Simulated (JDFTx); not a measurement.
Wanted: the native input for a JDFTx 1.7.0 (patched build) run.

- Task: single point
- Functional: PBE
- Potentials or basis: PseudoDojo-SR-PBE-0.5-standard
- Cutoff: 1143 eV
- Density cutoff: 4572 eV
- k mesh: 10 × 10 × 1
- Occupations: fermi-dirac, width 0.05 eV
- Spin: no spin polarisation
- Coulomb boundary: Slab 001
- Centre of the truncation: 0.000000 0.000000 0.500000
- Bands: 33
- Density cutoff over wavefunction cutoff: 4
- Max SCF steps: 100
- SCF threshold on the energy: 1e-08 Ha
- Solver of the electrons: scf
- Further solve for the empty bands: yes
- Atoms held fixed: 1, 2

Mg, a slab with vacuum:

```xyz
5
Lattice="3.2093 0.0000 0.0000 -1.6046 2.7793 0.0000 0.0000 0.0000 25.4207" Properties=species:S:1:pos:R:3 pbc="T T T"
Mg    0.0000    1.8529    7.5000
Mg    1.6046    0.9264   10.1052
Mg    0.0000    1.8529   12.7103
Mg    1.6046    0.9264   15.3155
Mg    0.0000    1.8529   17.9207
```

The slab is cut from a database's or a generator's crystal, which needn't be the stable form of the element.

The cell isn't the ideal one: the (0 0 1) slab of Mg, cut from the database cell, not relaxed.

The input as run:

Mg.in

```
lattice \
    6.0646442561    -3.0323221281     0.0000000000 \
    0.0000000000     5.2521359906     0.0000000000 \
    0.0000000000     0.0000000000    48.0380853072
coords-type Lattice
ion Mg     0.3333333333     0.6666666666     0.2950356128 0
ion Mg     0.6666666667     0.3333333334     0.3975178064 0
ion Mg     0.3333333333     0.6666666666     0.5000000000 1
ion Mg     0.6666666667     0.3333333334     0.6024821936 1
ion Mg     0.3333333333     0.6666666666     0.7049643872 1

ion-species pseudo/Mg.upf
elec-cutoff 42
elec-ex-corr gga-PBE
kpoint-folding 10 10 1
elec-smearing Fermi 0.0018374661
elec-n-bands 33
electronic-SCF nIterations 100 energyDiffThreshold 1e-08
electronic-minimize nIterations 30 energyDiffThreshold 1e-7
coulomb-interaction Slab 001
coulomb-truncation-embed 0.000000 0.000000 0.500000
converge-empty-states yes
forces-output-coords Cartesian

dump-name run.$VAR
dump End Ecomponents EigStats BandEigs Kpoints Forces Dtot
```

Potentials or basis: PseudoDojo-SR-PBE-0.5-standard.

Command:

```sh
$ jdftx -c 1 -i Mg.in -o Mg.out
```

Results of the run:

```yaml
Largest_force: 0.067 eV/Å
Band_gap_on_the_k_mesh: none (metal or under the smearing width)
Work_function_of_the_upper_face: 3.71 eV
Work_function_of_the_lower_face: 3.71 eV
```

Caveat: forces may be off by hundredths of an eV/Å.

Wall time 5 min on 1 thread of Intel(R) Xeon(R) 6975P-C (Granite Rapids), on a shared host, peak memory 0.41 GiB.
